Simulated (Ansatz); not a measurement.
GeH5NO, SMILES [NH2][GeH2][OH]: a ladder of basis sets, run with Ansatz 0.2.0 through its Python package.

`basis_geh5no.py`
```python
"""How the energy of GeH5NO converges with the basis."""

from dataclasses import dataclass
import warnings

import ansatz as az


@dataclass(frozen=True)
class Options:
    xc: str = "HF"


settings = Options()

GEOMETRY = """
N    -1.02580    0.46160   -0.92060
Ge    0.40450   -0.01760    0.06940
O     0.11740   -1.66750    0.68570
H    -1.81210    0.54390   -0.27960
H    -0.89810    1.48330   -1.25350
H     0.59970    0.98140    1.25430
H     1.69840    0.00830   -0.82370
H     1.00820   -1.85050    1.21210
"""

warnings.simplefilter("ignore", az.DeckWarning)

molecule = az.Crystal.molecule()
for line in GEOMETRY.strip().splitlines():
    symbol, *xyz = line.split()
    molecule = molecule.atom(symbol, [float(v) for v in xyz])

calculation = molecule.calculation().functional(settings.xc)

energies = {}
for basis in ["def2-SVP", "def2-SVPD", "def2-TZVP", "def2-TZVPP"]:
    rep = calculation.basis(gaussian=basis).run(threads=1).report
    size = rep["n_frozen"] + rep["n_occupied"][0] + rep["n_virtual"][0]
    energies[basis] = (rep["reference_energy_ev"] / 27.211386246, rep["free_energy_ev"] / 27.211386246)
    print(f"{basis:14s} {size:4d} orbitals  reference {energies[basis][0]:14.6f} Ha  total {energies[basis][1]:14.6f} Ha")

last = energies["def2-TZVPP"][1]
for basis, (_, total) in energies.items():
    print(f"{basis:14s} lies {27.211386 * (total - last):9.4f} eV above def2-TZVPP")
```

How far does the total energy move along this ladder of basis sets?

Against def2-SVP: def2-SVPD -16.6 mHa, def2-TZVP -432.2 mHa and def2-TZVPP -435.7 mHa. The last step alone is -3.49 mHa (these two sets differ little on atoms other than hydrogen). From the first set to the last the time grows from 1.0 to 2.1 s.

The run itself:

```console
$ python basis_geh5no.py
def2-SVP         85 orbitals  reference   -2207.227344 Ha  total   -2207.227344 Ha
def2-SVPD       121 orbitals  reference   -2207.243922 Ha  total   -2207.243922 Ha
def2-TZVP       140 orbitals  reference   -2207.659594 Ha  total   -2207.659594 Ha
def2-TZVPP      180 orbitals  reference   -2207.663082 Ha  total   -2207.663082 Ha
def2-SVP       lies   11.8570 eV above def2-TZVPP
def2-SVPD      lies   11.4059 eV above def2-TZVPP
def2-TZVP      lies    0.0949 eV above def2-TZVPP
def2-TZVPP     lies    0.0000 eV above def2-TZVPP
```

What to keep in mind:
- The drop along the ladder measures the basis error, and is no property of the molecule.
- The geometry is a force-field or estimated start, not a minimum of this method, and the last set is no limit. Much of the fall in a total is atomic energy, which cancels in bond and reaction energies.
- It ran for 6.7 s on 1 thread of Arm Neoverse V1, on a shared host, peak memory 0.33 GiB.
